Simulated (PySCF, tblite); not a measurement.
# C₃H₅BrFSi radical: geometry, infrared bands and EPR parameters

Wanted: the infrared bands and EPR parameters of C₃H₅BrFSi radical (`F[C@@H]1[SiH]C[C@@H]1Br`), by calculation.

The runs use tblite 0.8.0 and PySCF 2.14.0, with density-fitted response routines of our own; the level of theory stands in each step. All values are computed, except where a source is named. Atoms count from 0, in the outputs and in this text.

## 1. Starting geometry

11 atoms, charge 0, multiplicity 2; geometry from: force field or distance geometry start.

Bonds of the start (Å): F0–C1 1.40, C1–Si2 1.86, Si2–C3 1.89, C3–C4 1.52, C4–Br5 1.91, C4–C1 1.51, C1–H6 1.09, Si2–H7 1.48, C3–H8 1.09, C3–H9 1.11, C4–H10 1.12.

## 2. Relaxing the molecule with GFN2-xTB

The job: settings as JSON, then the geometry in Å.

```
{"job": {"kind": "relax", "xc": "GFN2-xTB", "basis": "xTB"}, "charge": 0, "multiplicity": 2}
F     -0.171200    -1.981400     0.899400
C     -0.265000    -1.094300    -0.174600
Si     1.402100    -0.416800    -0.644100
C      0.165800     1.007000    -0.586000
C     -0.762100     0.237700     0.337500
Br    -0.370000     0.643600     2.164400
H     -0.859000    -1.554400    -0.968500
H      2.330100    -0.290600     0.498800
H     -0.236300     1.231500    -1.574400
H      0.606000     1.851000    -0.021100
H     -1.835000     0.369300     0.042600
```

The run is started by

```console
$ OMP_NUM_THREADS=1 python probes_run.py task.json out
```

One launch serves the whole session: the jobs run in the order shown.

The log of the run:

```text
step      E/eV     max force
  0    -528.01690    2.972
  1    -528.27903    1.248
  2    -528.40469    1.093
  3    -528.50205    0.734
  4    -528.54656    0.783
  5    -528.57828    0.475
  6    -528.59413    0.295
  7    -528.60081    0.209
  8    -528.60405    0.176
  9    -528.60600    0.109
 10    -528.60768    0.118
 11    -528.60924    0.099
 12    -528.61068    0.145
 13    -528.61218    0.159
 14    -528.61378    0.126
 15    -528.61515    0.096
 16    -528.61596    0.060
 17    -528.61632    0.046
 18    -528.61654    0.047
 19    -528.61676    0.046
 20    -528.61701    0.052
 21    -528.61724    0.043
 22    -528.61738    0.037
 23    -528.61745    0.018
 24    -528.61748    0.017
 25    -528.61751    0.016
 26    -528.61754    0.022
 27    -528.61756    0.017
 28    -528.61758    0.011
 29    -528.61759    0.009
```

It took 0.17 s on 1 thread of Arm Neoverse V1, shared host.

Along the way:

```csv
step,energy from step 0 (eV),largest force (eV/Å)
0,0.0000,2.9720
1,-0.2621,1.2476
2,-0.3878,1.0926
3,-0.4852,0.7341
4,-0.5297,0.7825
5,-0.5614,0.4751
6,-0.5772,0.2954
7,-0.5839,0.2087
8,-0.5872,0.1756
9,-0.5891,0.1093
10,-0.5908,0.1181
11,-0.5923,0.0985
12,-0.5938,0.1450
13,-0.5953,0.1586
14,-0.5969,0.1258
15,-0.5983,0.0956
16,-0.5991,0.0602
17,-0.5994,0.0465
18,-0.5996,0.0469
19,-0.5999,0.0464
20,-0.6001,0.0522
21,-0.6003,0.0433
22,-0.6005,0.0369
23,-0.6005,0.0181
24,-0.6006,0.0166
25,-0.6006,0.0164
26,-0.6006,0.0219
27,-0.6007,0.0175
28,-0.6007,0.0112
29,-0.6007,0.0088
```

Distances of close pairs at the start and the end, largest changes first:

```csv
bond,before (Å),after (Å),change (Å)
C1–Si2,1.860,1.948,+0.089
C4–Br5,1.912,1.961,+0.049
Si2–C3,1.887,1.931,+0.044
C4–H10,1.120,1.092,-0.028
C1–C4,1.511,1.534,+0.023
F0–C1,1.396,1.373,-0.023
C3–H9,1.107,1.088,-0.019
Si2–H7,1.478,1.462,-0.015
```

The next job starts from the end point, and lists it.

## 3. Harmonic vibrations with GFN2-xTB

The job: settings as JSON, then the geometry in Å.

```
{"job": {"kind": "ir", "xc": "GFN2-xTB", "basis": "xTB"}, "charge": 0, "multiplicity": 2}
F     -0.292515    -2.090413     0.912604
C     -0.243519    -1.168957    -0.103895
Si     1.465790    -0.386618    -0.616111
C      0.204062     1.074835    -0.594610
C     -0.744685     0.234374     0.262217
Br    -0.425961     0.590938     2.164357
H     -0.845310    -1.586318    -0.919800
H      2.446716    -0.387469     0.468410
H     -0.250209     1.301516    -1.559140
H      0.501999     2.016445    -0.139001
H     -1.810944     0.404338     0.099005
```

The log of the run:

```text
mode    cm-1     km/mol
  1      70.0      0.99
  2     145.9      1.89
  3     240.3     10.11
  4     292.2      4.85
  5     429.3      6.06
  6     469.1      3.82
  7     503.5     54.03
  8     538.7     67.58
  9     608.9     15.91
 10     628.7     30.23
 11     733.4     33.19
 12     764.4     54.33
 13     950.3      8.26
 14    1008.0      1.79
 15    1073.2     35.52
 16    1095.1     14.99
 17    1100.9     11.60
 18    1167.8      4.87
 19    1212.0     23.82
 20    1216.6     22.07
 21    1284.3     13.48
 22    1457.8     12.99
 23    2261.5    200.66
 24    2907.8     22.87
 25    2942.6     27.61
 26    2988.4     16.65
 27    3011.8      8.50
```

It took 0.32 s on 1 thread of Arm Neoverse V1, shared host.

The strongest bands and the atoms that carry them (share of the mass-weighted mode):

```csv
cm⁻¹,km/mol,atoms
504,54.0,"H7 59 %, Si2 10 %"
539,67.6,"C4 29 %, H7 21 %, Si2 13 %, C3 11 %"
629,30.2,"C4 33 %, Si2 22 %, C1 11 %"
733,33.2,"C3 43 %, H9 23 %, Si2 14 %"
764,54.3,"H8 26 %, C3 20 %, H9 15 %, C4 12 %"
1073,35.5,"C1 36 %, F0 17 %, H9 14 %, H8 11 %"
2262,200.7,H7 97 %
2943,27.6,H10 91 %
```

## 4. EPR parameters: B3LYP/def2-TZVP-core+pcH-1

Settings changed since step 3:

```diff
@@ -1,2 +1,2 @@
-{"job": {"kind": "ir", "xc": "GFN2-xTB", "basis": "xTB"}, "charge": 0, "multiplicity": 2}
+{"job": {"kind": "epr", "basis": "pcH-1"}, "charge": 0, "multiplicity": 2}
 F     -0.292515    -2.090413     0.912604
```

Method: UKS B3LYP, def2-TZVP-core on Br, pcH-1 on C F H Si, non-relativistic, mean-field spin-orbit, GIAO.

The log of the run:

```text
UKS, coarse grid
  cycle   1  E = -3080.72099260  |g| = 1.60e+00
  cycle   2  E = -3080.67751673  |g| = 7.62e-01
  cycle   3  E = -3080.73226390  |g| = 5.14e-01
  cycle   4  E = -3080.80499333  |g| = 7.95e-02
  cycle   5  E = -3080.80599336  |g| = 2.05e-02
  cycle   6  E = -3080.80611623  |g| = 8.54e-03
  cycle   7  E = -3080.80615393  |g| = 2.01e-03
  cycle   8  E = -3080.80615625  |g| = 6.55e-04
UKS, final grid
  cycle   1  E = -3080.80609586  |g| = 9.39e-04
  cycle   2  E = -3080.80609521  |g| = 1.52e-03
  cycle   3  E = -3080.80609626  |g| = 1.40e-04
  cycle   4  E = -3080.80609627  |g| = 3.79e-05
  cycle   5  E = -3080.80609627  |g| = 1.36e-05
E = -3080.80609627 Eh   <S^2> = 0.7513 (exact 0.7500)
g shifts (ppm)      1          2          3
  rmc          -145       -145       -145
  gc             31         45         68
  oz_so        -287        936       6540
  total        -401        836       6463
hyperfine (MHz)  atom isotope    a_iso     a_fc   dipolar eigenvalues
    0   19F      24.73      24.55    -27.17    -23.31     50.47
    1   13C      21.70      21.66     -6.49     -5.73     12.22
    2  29Si    -471.91    -472.79   -168.99     83.41     85.58
    3   13C      18.73      18.72     -6.65     -5.71     12.35
    4   13C      46.94      47.04     -2.29     -1.71      4.00
    5  79Br       3.11       2.99     -4.80     -2.44      7.24
    6    1H      -0.67      -0.68     -3.98     -2.56      6.54
    7    1H      92.73      92.71     -8.70      1.06      7.64
    8    1H       5.80       5.80     -4.51     -2.88      7.39
    9    1H       8.38       8.38     -4.15     -0.94      5.09
   10    1H      40.84      40.85     -1.83     -1.01      2.84
```

Run time: 2.3 min. Hardware: 1 thread of Arm Neoverse V1, shared host; peak memory 1.1 GiB.

Principal g values 2.00192, 2.00316, 2.00878; g(iso) = 2.00462, against 2.00232 for a free electron.

Hyperfine couplings, nucleus by nucleus at this fixed geometry (no averaging over rotations):

```csv
nuclei,isotope,a(iso) (MHz),"a(iso) (G, at g = 2.0023)",largest dipolar term (MHz)
Si2,29Si,-471.9,-168.4,-169.0
H7,1H,92.7,33.1,-8.7
C4,13C,46.9,16.7,4.0
H10,1H,40.8,14.6,2.8
F0,19F,24.7,8.8,50.5
C1,13C,21.7,7.7,12.2
C3,13C,18.7,6.7,12.4
H9,1H,8.4,3.0,5.1
H8,1H,5.8,2.1,7.4
Br5,79Br,3.1,1.1,7.2
H6,1H,-0.7,-0.2,6.5
```

Mulliken spin populations:

```csv
atom,value (e)
F0,0.01
C1,0.02
Si2,0.88
C3,0.02
C4,0.01
Br5,0.00
H6,0.00
H7,0.03
H8,0.00
H9,0.00
H10,0.02
```

In first order the couplings over 0.8 MHz of 1H, 19F, 79Br give 128 distinct lines over 64.9 G.

The fields below are evaluated on a grid from the run's orbitals.

ELF in a plane through or near 5 of the atoms.

Values, 10 rows by 14 columns:
```
0.00 0.00 0.00 0.00 0.00 0.00 0.00 0.00 0.00 0.00 0.00 0.00 0.00 0.00
0.00 0.00 0.00 0.00 0.00 0.00 0.00 0.00 0.00 0.00 0.00 0.00 0.00 0.00
0.00 0.00 0.00 0.00 0.00 0.04 0.71 0.79 0.09 0.00 0.00 0.00 0.00 0.00
0.00 0.00 0.00 0.00 0.01 0.12 0.98 0.99 0.35 0.01 0.00 0.00 0.00 0.00
0.00 0.00 0.03 0.31 0.44 0.41 0.52 0.32 0.57 0.16 0.67 0.34 0.01 0.00
0.00 0.00 0.25 0.98 1.00 0.67 0.42 0.22 0.42 0.69 0.62 0.65 0.05 0.00
0.00 0.00 0.01 0.18 0.22 0.35 0.33 0.30 0.26 0.04 0.30 0.13 0.00 0.00
0.00 0.00 0.00 0.00 0.01 0.26 0.99 1.00 0.93 0.08 0.00 0.00 0.00 0.00
0.00 0.00 0.00 0.00 0.00 0.10 0.78 0.95 0.62 0.03 0.00 0.00 0.00 0.00
0.00 0.00 0.00 0.00 0.00 0.00 0.01 0.01 0.00 0.00 0.00 0.00 0.00 0.00
```
The map spans 9.8 Å across and 10.2 Å up, centred on the molecule. Atoms in the plane (x, y in Å): F0 (2.3, -0.1), C4 (0.0, 0.8), H7 (0.1, -2.5), H9 (-2.0, -0.2), H10 (-0.1, 1.9).

log10 of the density (e/Å³) in the same plane.

Values, 10 rows by 14 columns:
```
-4.0 -4.0 -4.0 -4.0 -4.0 -4.0 -4.0 -4.0 -4.0 -4.0 -4.0 -4.0 -4.0 -4.0
-4.0 -4.0 -4.0 -4.0 -4.0 -4.0 -3.8 -3.8 -4.0 -4.0 -4.0 -4.0 -4.0 -4.0
-4.0 -4.0 -4.0 -4.0 -3.5 -2.5 -1.7 -1.6 -2.3 -3.2 -4.0 -4.0 -4.0 -4.0
-4.0 -4.0 -3.7 -2.9 -2.3 -1.5 -0.3  0.0 -1.2 -2.1 -2.7 -3.4 -4.0 -4.0
-4.0 -3.8 -2.6 -1.6 -1.0 -0.5  0.2  0.9 -0.4 -0.7 -0.5 -1.2 -2.7 -4.0
-4.0 -3.5 -2.2 -0.8  0.3  0.0 -0.3 -0.5 -0.3  0.3  1.1 -0.4 -2.0 -4.0
-4.0 -4.0 -2.9 -1.9 -1.3 -0.9 -0.6 -0.6 -0.9 -1.3 -1.1 -1.8 -3.2 -4.0
-4.0 -4.0 -4.0 -3.3 -2.5 -1.5 -0.4  0.2 -0.9 -2.0 -3.0 -4.0 -4.0 -4.0
-4.0 -4.0 -4.0 -4.0 -3.1 -2.3 -1.6 -1.3 -1.8 -2.7 -3.6 -4.0 -4.0 -4.0
-4.0 -4.0 -4.0 -4.0 -4.0 -3.5 -3.1 -3.0 -3.2 -3.8 -4.0 -4.0 -4.0 -4.0
```
The map spans 9.8 Å across and 10.2 Å up, centred on the molecule. Atoms in the plane (x, y in Å): F0 (2.3, -0.1), C4 (0.0, 0.8), H7 (0.1, -2.5), H9 (-2.0, -0.2), H10 (-0.1, 1.9).

On the surface of density 0.002 e/bohr³ the electrostatic potential runs, from the 1st to the 99th percentile, from -1.21 V near F0 to 1.29 V near H6.

The spin density lies nearest to Si2 70 %; H7 11 %.

## 5. Outcome

| quantity | value |
| --- | --- |
| strongest single infrared mode (GFN2-xTB) | 2262 cm⁻¹, 201 km/mol |
| zero-point energy (GFN2-xTB) | 44.5 kcal/mol |
| g(iso) (B3LYP) | 2.00462 |
| ⟨S²⟩ | 0.751 (exact 0.75) |
| largest a(iso) | 29Si on Si2, -471.9 MHz |
| potential on the surface of density 0.002 e/bohr³, 1st and 99th percentile | -1.21 V and 1.29 V |

The optimisation took 29 steps and gained 0.601 eV; among the close pairs (by a distance rule), C1–Si2 changed most, from 1.860 to 1.948 Å. All 27 modes are real, so the xTB geometry is a minimum. The strongest single mode, at 2262 cm⁻¹, moves mainly H7. GFN2-xTB is a fitted tight-binding method: band positions and strengths are rough. Its intensities can rank the bands wrongly. Si2 carries the largest spin population, 0.88 e. The isotropic g lies 2.3 ppt above the free-electron value. The hyperfine terms hold no scalar relativity, which the heavier nuclei need. These values are for one conformer; the search (at its own cheap level) found 1 more, at 0.20 kcal/mol, and measured spectra average over such forms.
